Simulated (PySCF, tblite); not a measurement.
# C6H7NSi: dynamics, then NMR shifts on frames, part 1 of 2

Aim: move C6H7NSi (`C[Si@@H]1C=CC=C1C#N`) away from its starting geometry and see how NMR shifts follow the geometry.

The runs use tblite 0.8.0 and PySCF 2.14.0, with density-fitted response routines of our own; the level of theory stands in each step. All values are computed, except where a source is named. Atoms are numbered from 0 throughout.

**1. Starting geometry**

15 atoms, charge 0, multiplicity 1; geometry from: GFN2-xTB.

Bonds of the start (Å): C0–Si1 1.90, Si1–C2 1.89, C2–C3 1.34, C3–C4 1.45, C4–C5 1.35, C5–C6 1.39, C6–N7 1.15, C5–Si1 1.91, C0–H8 1.09, C0–H9 1.09, C0–H10 1.09, Si1–H11 1.47, C2–H12 1.08, C3–H13 1.08, C4–H14 1.08.

**2. A short Langevin run with GFN2-xTB**

Job settings and geometry (Å):

```
{"job": {"kind": "md", "xc": "GFN2-xTB", "basis": "xTB", "temperature": 300, "steps": 2000, "every": 50, "frames": 5}, "charge": 0, "multiplicity": 1}
C      2.035546     0.180752    -0.945469
Si     0.781031    -0.480355     0.312222
C     -0.571111    -1.592746    -0.399983
C     -1.768120    -1.003697    -0.263413
C     -1.777955     0.303139     0.358249
C     -0.577367     0.790327     0.736831
C     -0.378589     2.023757     1.344955
N     -0.154625     3.035149     1.846448
H      1.545449     0.551223    -1.841572
H      2.731231    -0.598084    -1.241123
H      2.610166     0.995992    -0.516855
H      1.391275    -1.026827     1.528039
H     -0.461745    -2.566155    -0.846906
H     -2.701485    -1.440577    -0.588263
H     -2.708113     0.836092     0.494928
```

Method: GFN2-xTB Langevin dynamics, gas phase.

Command:

```
> OMP_NUM_THREADS=1 python probes_run.py task.json out
```

One launch serves the whole session: the jobs run in the order shown.

What it wrote:

```text
t/fs     T/K      E/eV
    0.0   239.3   -570.39101
   25.0   104.8   -570.01523
   50.0   194.9   -570.11761
   75.0   170.8   -569.97768
  100.0   168.8   -569.93006
  125.0   204.5   -569.97093
  150.0   244.3   -569.89667
  175.0   251.3   -570.02620
  200.0   142.0   -569.87364
  225.0   254.0   -569.89581
  250.0   352.1   -570.01782
  275.0   352.1   -569.90023
  300.0   283.8   -569.81817
  325.0   325.4   -569.96605
  350.0   248.5   -569.95380
  375.0   316.3   -570.07659
  400.0   232.4   -569.80712
  425.0   276.6   -569.94916
  450.0   344.1   -569.85480
  475.0   305.8   -569.85609
  500.0   301.5   -569.94140
  525.0   213.5   -569.86466
  550.0   334.6   -570.02066
  575.0   254.9   -569.82820
  600.0   233.3   -569.90497
  625.0   186.3   -569.92155
  650.0   265.0   -570.06265
  675.0   282.5   -570.04048
  700.0   217.1   -569.88617
  725.0   275.5   -569.98666
  750.0   251.2   -569.81492
  775.0   313.8   -569.79654
  800.0   388.2   -569.82578
  825.0   286.4   -569.60889
  850.0   245.0   -569.61079
  875.0   283.3   -569.74114
  900.0   265.2   -569.84096
  925.0   337.9   -569.81563
  950.0   332.9   -569.98984
  975.0   271.5   -569.82581
 1000.0   303.3   -569.80590
```

Wall time 22 s (1 thread of Arm Neoverse N1, shared host); peak memory 0.18 GiB.

Distance from the start (root mean square after alignment): 0 fs 0.00 Å, 200 fs 0.34 Å, 400 fs 0.21 Å, 600 fs 0.42 Å, 800 fs 0.75 Å, 1000 fs 0.56 Å.

Positions (Å) and forces (eV/Å) at 1000 fs:

```xyz
15

C     1.921    0.787   -0.248    0.900   -0.155    0.871
Si    0.593   -0.480    0.081   -1.361    0.139   -0.350
C    -0.763   -0.719   -1.240   -1.250    0.163   -0.639
C    -1.935   -0.180   -0.785   -0.543   -0.502   -0.696
C    -1.877    0.344    0.560   -0.370    0.240    0.739
C    -0.689    0.344    1.210    0.100   -0.726   -1.440
C    -0.447    0.825    2.454    0.316    1.383    3.352
N    -0.234    1.266    3.522   -0.320   -0.945   -2.203
H     2.111    0.840   -1.284    0.460   -0.044   -1.152
H     2.812    0.387    0.265   -0.114    0.488   -0.324
H     1.760    1.814    0.076   -0.230   -0.291    0.279
H     0.695   -1.857    0.490    0.592   -0.488    0.366
H    -0.732   -1.290   -2.207    0.054    0.861    1.045
H    -2.957   -0.156   -1.341    1.937   -0.180    0.929
H    -2.728    0.666    1.164   -0.172    0.058   -0.777
```

**3. Shielding tensors: 250 fs, PBE0/pcSseg-1**

Job settings and geometry (Å):

```
{"job": {"kind": "nmr", "xc": "PBE0", "basis": "pcSseg-1", "pop": false}, "charge": 0, "multiplicity": 1}
C      1.497500     0.325400    -1.430400
Si     0.595000    -0.431000     0.037700
C     -0.880300    -1.481300    -0.584100
C     -2.006700    -0.822100    -0.356500
C     -1.953700     0.375700     0.432800
C     -0.674200     0.731600     0.816400
C     -0.489900     1.801000     1.666300
N     -0.440000     2.665000     2.462000
H      0.802800     0.666200    -2.168300
H      2.179900    -0.424900    -1.975800
H      2.024800     1.204400    -1.056000
H      1.400400    -0.990500     1.151000
H     -0.784800    -2.417700    -1.055900
H     -2.956100    -1.164300    -0.807100
H     -2.819000     1.024000     0.606400
```

With the program's defaults for keys left out, this is: GIAO PBE0/pcSseg-1 NMR shielding, non-relativistic, gas phase.

What it wrote:

```text
coarse grid: 13544 points
cycle   1  E = -576.4160044267  dE =  1.081e+00  |g| = 5.124e-01  |ddm| = 3.780e+00
cycle   2  E = -576.2885849471  dE =  1.274e-01  |g| = 9.121e-01  |ddm| = 1.400e+00
cycle   3  E = -576.4734562223  dE = -1.849e-01  |g| = 2.298e-01  |ddm| = 9.865e-01
cycle   4  E = -576.4855797973  dE = -1.212e-02  |g| = 4.149e-02  |ddm| = 2.087e-01
cycle   5  E = -576.4859193850  dE = -3.396e-04  |g| = 1.830e-02  |ddm| = 6.014e-02
cycle   6  E = -576.4860025077  dE = -8.312e-05  |g| = 5.102e-03  |ddm| = 2.160e-02
cycle   7  E = -576.4860094117  dE = -6.904e-06  |g| = 1.142e-03  |ddm| = 5.896e-03
final grid: 127776 points
cycle   8  E = -576.5324208502  dE = -2.344e-05  |g| = 7.181e-03  |ddm| = 2.991e-02
cycle   9  E = -576.5324138499  dE =  7.000e-06  |g| = 8.928e-03  |ddm| = 1.421e-02
cycle  10  E = -576.5324333854  dE = -1.954e-05  |g| = 1.961e-03  |ddm| = 8.832e-03
cycle  11  E = -576.5324343376  dE = -9.522e-07  |g| = 4.254e-04  |ddm| = 1.996e-03
cycle  12  E = -576.5324343686  dE = -3.096e-08  |g| = 2.063e-04  |ddm| = 5.104e-04
cycle  13  E = -576.5324343781  dE = -9.487e-09  |g| = 6.325e-05  |ddm| = 2.158e-04
cycle  14  E = -576.5324343790  dE = -9.313e-10  |g| = 1.204e-05  |ddm| = 5.288e-05
converged SCF energy = -576.5324343790

GIAO shielding tensors (ppm)
atom      isotropic    diamagn.    paramagn.     s11        s22        s33       span
  0 C      190.704     254.155     -63.451    181.728    191.071    199.312     17.584
  1 Si     364.709     881.474    -516.765    324.783    370.943    398.400     73.617
  2 C       39.027     262.946    -223.919    -69.157     15.552    170.688    239.845
  3 C       38.832     253.512    -214.680    -71.544     40.767    147.274    218.818
  4 C        9.019     252.023    -243.004   -126.381     22.839    130.599    256.980
  5 C       58.915     262.900    -203.984    -46.466     54.838    168.374    214.840
  6 C       57.561     255.262    -197.701    -68.116    -56.220    297.019    365.135
  7 N      -79.581     340.530    -420.111   -210.146   -193.640    165.043    375.189
  8 H       31.868      31.605       0.263     27.034     30.087     38.484     11.451
  9 H       29.454      26.970       2.483     25.251     26.097     37.013     11.763
 10 H       30.652      29.635       1.017     25.373     28.510     38.073     12.700
 11 H       26.668      28.308      -1.641     23.069     24.682     32.252      9.183
 12 H       25.134      32.230      -7.096     21.944     25.770     27.689      5.746
 13 H       24.248      28.863      -4.615     22.409     22.741     27.593      5.183
 14 H       23.365      30.276      -6.911     18.915     23.327     27.853      8.938
```

Wall time 57 s (1 thread of Arm Neoverse N1, shared host); peak memory 0.81 GiB.

Shifts follow as δ = σ(reference) − σ, with reference shieldings (ppm) from runs at the same level and on the same kind of geometry: 1H TMS 31.72, 13C TMS 186.9, 29Si TMS 349.2, 15N NH3 267.7. The references are single molecules in the gas phase, so shifts against H2O, NH3, PH3, H3PO4 or CFCl3 are not on the usual liquid scales and can be off by tens of ppm. Each atom is listed at this fixed geometry, with no averaging over motion; a spectrum would average atoms that exchange fast.

```
atoms                                                environment  σ (ppm)  δ (ppm)
   C4                                                  alkene CH      9.0    177.9
   C3                                                  alkene CH     38.8    148.1
   C2                                                  alkene CH     39.0    147.9
   C6                                             nitrile carbon     57.6    129.4
   C5                            fully substituted alkene carbon     58.9    128.0
   C0                                 methyl carbon bonded to Si    190.7     -3.8
  H14                                   hydrogen on an alkene CH    23.36     8.35
  H13                                   hydrogen on an alkene CH    24.25     7.47
  H12                                   hydrogen on an alkene CH    25.13     6.58
  H11  hydrogen on a silicon bonded to 3 C, in a 5-membered ring    26.67     5.05
   H9                   hydrogen on a methyl carbon bonded to Si    29.45     2.26
  H10                   hydrogen on a methyl carbon bonded to Si    30.65     1.06
   H8                   hydrogen on a methyl carbon bonded to Si    31.87    -0.15
  Si1             silicon bonded to 3 C, H, in a 5-membered ring    364.7    -15.6
   N7                                           nitrile nitrogen    -79.6    347.3
```

Ring of atoms Si1, C2, C3, C4, C5: NICS(0) 1.0, NICS(1) -2.0, NICS(1)zz 1.3 ppm (means of both faces).

The fields below are evaluated on a grid from the run's orbitals.

Frontier orbitals at PBE0/pcSseg-1, with the share of their density that lies nearest to each atom:

```csv
orbital,energy (eV),lies on
HOMO,-6.99,"C2, C5 about 23 % each; N7 18 %; C4 14 %"
LUMO,-2.60,"C2, C4, C5 about 19 % each; N7 9 %; C3 8 %"
```

ELF in a plane through or near 6 of the atoms.

Values, 10 rows by 14 columns:
```
0.00 0.00 0.00 0.00 0.00 0.00 0.00 0.00 0.00 0.00 0.00 0.00 0.00 0.00
0.00 0.00 0.00 0.14 0.64 0.47 0.05 0.00 0.00 0.00 0.00 0.00 0.00 0.00
0.00 0.00 0.05 0.67 0.87 0.74 0.37 0.07 0.00 0.00 0.00 0.00 0.00 0.00
0.00 0.00 0.01 0.23 0.72 0.22 0.58 0.05 0.02 0.91 0.88 0.03 0.00 0.00
0.00 0.00 0.00 0.03 0.07 0.55 0.42 0.78 0.63 0.67 0.60 0.47 0.05 0.00
0.00 0.00 0.08 0.78 0.75 0.20 0.13 0.24 0.44 0.67 0.98 1.00 0.48 0.00
0.00 0.00 0.00 0.02 0.19 0.23 0.79 0.67 0.40 0.02 0.06 0.09 0.00 0.00
0.00 0.00 0.00 0.02 0.94 0.98 0.16 0.50 0.58 0.02 0.00 0.00 0.00 0.00
0.00 0.00 0.00 0.00 0.01 0.04 0.00 0.01 0.01 0.00 0.00 0.00 0.00 0.00
0.00 0.00 0.00 0.00 0.00 0.00 0.00 0.00 0.00 0.00 0.00 0.00 0.00 0.00
```
The map spans 11.4 Å across and 11.4 Å up, centred on the molecule. Atoms in the plane (x, y in Å): C3 (-1.1, -1.6), C4 (-1.7, -0.3), C5 (-0.9, 0.8), C6 (-1.4, 2.1), N7 (-2.0, 3.1), H9 (3.1, -0.1).

log10 of the density (e/Å³) in the same plane.

Ten even steps from '0' (-4.0) to '9' (2.0):
```
0000000000000000000000000000
0000001122210000000000000000
0000012344432100000000000000
0000224556543220000000000000
0000234677654321001100000000
0000234567765432223332100000
0000223466865443344543210000
0000123456666554456654321000
0000123455676655566665432100
0001234566776655666666543100
0001234567765555566666543100
0001234556766655554444432100
0000123456797666543333221000
0000012356666665543211000000
0000012345655555432100000000
0000001234433333321000000000
0000000112222222110000000000
0000000000000000000000000000
0000000000000000000000000000
0000000000000000000000000000
```
The map spans 11.4 Å across and 11.4 Å up, centred on the molecule. Atoms in the plane (x, y in Å): C3 (-1.1, -1.6), C4 (-1.7, -0.3), C5 (-0.9, 0.8), C6 (-1.4, 2.1), N7 (-2.0, 3.1), H9 (3.1, -0.1).

On the surface of density 0.002 e/bohr³ the electrostatic potential runs, from the 1st to the 99th percentile, from -1.98 V near N7 to 1.53 V near Si1.

**4. Shielding tensors: 425 fs, PBE0/pcSseg-1**

Job settings and geometry (Å):

```
{"job": {"kind": "nmr", "xc": "PBE0", "basis": "pcSseg-1", "pop": false}, "charge": 0, "multiplicity": 1}
C      1.493100     0.970400    -0.795300
Si     0.561000    -0.491700    -0.011300
C     -0.834600    -1.198200    -1.019600
C     -2.011900    -1.113300    -0.310900
C     -2.013300    -0.288100     0.824000
C     -0.786200     0.159400     1.205100
C     -0.563600     1.172200     2.115700
N     -0.366000     2.151000     2.715900
H      0.901000     1.805900    -1.060000
H      1.897800     0.440600    -1.613600
H      2.278100     1.279100    -0.141200
H      1.445800    -1.507000     0.599900
H     -0.762800    -1.718800    -1.984300
H     -2.937900    -1.564700    -0.703400
H     -2.961600    -0.132900     1.420900
```

With the program's defaults for keys left out, this is: GIAO PBE0/pcSseg-1 NMR shielding, non-relativistic, gas phase.

What it wrote:

```text
coarse grid: 13544 points
cycle   1  E = -576.4080714420  dE =  1.130e+00  |g| = 5.222e-01  |ddm| = 3.774e+00
cycle   2  E = -576.2875304699  dE =  1.205e-01  |g| = 8.981e-01  |ddm| = 1.397e+00
cycle   3  E = -576.4678546701  dE = -1.803e-01  |g| = 2.360e-01  |ddm| = 9.680e-01
cycle   4  E = -576.4806664594  dE = -1.281e-02  |g| = 3.845e-02  |ddm| = 2.131e-01
cycle   5  E = -576.4809792757  dE = -3.128e-04  |g| = 1.451e-02  |ddm| = 5.233e-02
cycle   6  E = -576.4810251977  dE = -4.592e-05  |g| = 4.984e-03  |ddm| = 1.576e-02
cycle   7  E = -576.4810322159  dE = -7.018e-06  |g| = 1.030e-03  |ddm| = 6.191e-03
final grid: 127776 points
cycle   8  E = -576.5274570636  dE = -2.399e-05  |g| = 7.282e-03  |ddm| = 3.050e-02
cycle   9  E = -576.5274503073  dE =  6.756e-06  |g| = 8.905e-03  |ddm| = 1.404e-02
cycle  10  E = -576.5274698783  dE = -1.957e-05  |g| = 1.908e-03  |ddm| = 8.832e-03
cycle  11  E = -576.5274708031  dE = -9.248e-07  |g| = 3.950e-04  |ddm| = 2.025e-03
cycle  12  E = -576.5274708308  dE = -2.771e-08  |g| = 1.839e-04  |ddm| = 4.592e-04
cycle  13  E = -576.5274708382  dE = -7.364e-09  |g| = 6.159e-05  |ddm| = 2.003e-04
cycle  14  E = -576.5274708391  dE = -8.899e-10  |g| = 1.071e-05  |ddm| = 5.084e-05
converged SCF energy = -576.5274708391

GIAO shielding tensors (ppm)
atom      isotropic    diamagn.    paramagn.     s11        s22        s33       span
  0 C      198.640     254.612     -55.972    191.377    195.706    208.837     17.460
  1 Si     362.900     882.219    -519.320    303.451    390.664    394.584     91.132
  2 C       34.150     261.902    -227.751    -72.175      9.280    165.346    237.521
  3 C       24.861     254.767    -229.906    -94.973     27.695    141.861    236.834
  4 C       24.369     251.875    -227.506    -95.761     28.630    140.238    235.999
  5 C       56.320     265.260    -208.941    -45.942     50.632    164.268    210.210
  6 C       60.407     257.995    -197.588    -61.496    -52.891    295.607    357.104
  7 N      -79.061     341.217    -420.278   -202.918   -194.866    160.603    363.521
  8 H       32.003      32.356      -0.353     27.188     29.297     39.522     12.334
  9 H       32.135      30.881       1.254     26.429     29.940     40.036     13.607
 10 H       31.625      30.889       0.735     27.279     28.460     39.135     11.855
 11 H       26.609      28.674      -2.065     23.929     24.024     31.874      7.945
 12 H       24.723      30.578      -5.855     21.915     25.552     26.701      4.786
 13 H       23.862      29.271      -5.409     21.473     22.770     27.343      5.870
 14 H       23.437      28.697      -5.260     20.263     22.696     27.353      7.090
```

It took 41 s on 1 thread of Arm Neoverse N1, shared host; peak memory 0.81 GiB.

This run: δ C4 162.6, C3 162.1, C2 152.8, C5 130.6, H14 8.28, H13 7.86 ppm.

**5. Shielding tensors: 625 fs, PBE0/pcSseg-1**

Job settings and geometry (Å):

```
{"job": {"kind": "nmr", "xc": "PBE0", "basis": "pcSseg-1", "pop": false}, "charge": 0, "multiplicity": 1}
C      0.837100     1.640200    -1.040100
Si     0.422300     0.053700    -0.163800
C     -0.910500    -0.909300    -1.078900
C     -2.100900    -0.769200    -0.427100
C     -2.129400    -0.003800     0.805400
C     -0.888000     0.500500     1.146900
C     -0.569900     1.208300     2.310500
N     -0.274300     1.830100     3.260000
H      0.501800     1.693300    -2.074400
H      1.864400     1.732700    -0.939000
H      0.327400     2.478000    -0.475200
H      1.529300    -0.619800     0.480800
H     -0.907000    -1.395400    -1.973900
H     -2.979600    -1.310400    -0.794300
H     -3.027200     0.097100     1.470600
```

Level: GIAO PBE0/pcSseg-1 NMR shielding, non-relativistic, gas phase.

What it wrote:

```text
coarse grid: 13544 points
cycle   1  E = -576.4086285353  dE =  1.069e+00  |g| = 5.264e-01  |ddm| = 3.789e+00
cycle   2  E = -576.2726666210  dE =  1.360e-01  |g| = 9.360e-01  |ddm| = 1.397e+00
cycle   3  E = -576.4690975018  dE = -1.964e-01  |g| = 2.313e-01  |ddm| = 9.933e-01
cycle   4  E = -576.4813817275  dE = -1.228e-02  |g| = 4.288e-02  |ddm| = 2.074e-01
cycle   5  E = -576.4816940975  dE = -3.124e-04  |g| = 2.302e-02  |ddm| = 6.185e-02
cycle   6  E = -576.4818269239  dE = -1.328e-04  |g| = 5.754e-03  |ddm| = 2.488e-02
cycle   7  E = -576.4818358737  dE = -8.950e-06  |g| = 9.217e-04  |ddm| = 6.534e-03
final grid: 127776 points
cycle   8  E = -576.5282902339  dE = -2.519e-05  |g| = 7.020e-03  |ddm| = 3.099e-02
cycle   9  E = -576.5282849212  dE =  5.313e-06  |g| = 8.447e-03  |ddm| = 1.375e-02
cycle  10  E = -576.5283019832  dE = -1.706e-05  |g| = 2.001e-03  |ddm| = 8.288e-03
cycle  11  E = -576.5283029310  dE = -9.478e-07  |g| = 4.485e-04  |ddm| = 1.967e-03
cycle  12  E = -576.5283029677  dE = -3.671e-08  |g| = 1.919e-04  |ddm| = 5.392e-04
cycle  13  E = -576.5283029762  dE = -8.521e-09  |g| = 6.294e-05  |ddm| = 2.147e-04
cycle  14  E = -576.5283029772  dE = -9.597e-10  |g| = 9.546e-06  |ddm| = 5.245e-05
converged SCF energy = -576.5283029772

GIAO shielding tensors (ppm)
atom      isotropic    diamagn.    paramagn.     s11        s22        s33       span
  0 C      200.754     254.996     -54.241    191.493    202.685    208.084     16.592
  1 Si     364.198     882.404    -518.206    325.592    368.067    398.936     73.344
  2 C       39.832     261.079    -221.247    -76.681     23.088    173.089    249.770
  3 C       25.210     254.787    -229.577    -95.363     31.606    139.387    234.750
  4 C       18.028     250.647    -232.618   -110.169     28.082    136.173    246.342
  5 C       49.509     266.200    -216.691    -61.112     48.606    161.034    222.146
  6 C       59.336     255.858    -196.522    -63.616    -53.871    295.495    359.111
  7 N      -80.156     340.480    -420.636   -205.464   -199.447    164.443    369.907
  8 H       31.151      29.830       1.321     25.697     28.679     39.076     13.379
  9 H       32.519      31.246       1.274     27.508     29.748     40.302     12.794
 10 H       29.844      29.566       0.278     23.858     29.062     36.611     12.753
 11 H       27.121      29.666      -2.545     23.878     24.695     32.791      8.913
 12 H       25.817      33.516      -7.698     22.713     26.521     28.217      5.504
 13 H       23.965      29.336      -5.371     21.546     22.863     27.486      5.939
 14 H       23.265      28.845      -5.580     19.538     22.633     27.624      8.086
```

It took 41 s on 1 thread of Arm Neoverse N1, shared host; peak memory 0.83 GiB.

In short: δ C4 168.9, C3 161.7, C2 147.1, C5 137.4, H14 8.45, H13 7.75 ppm.

(Continued in part 2 of 2.)
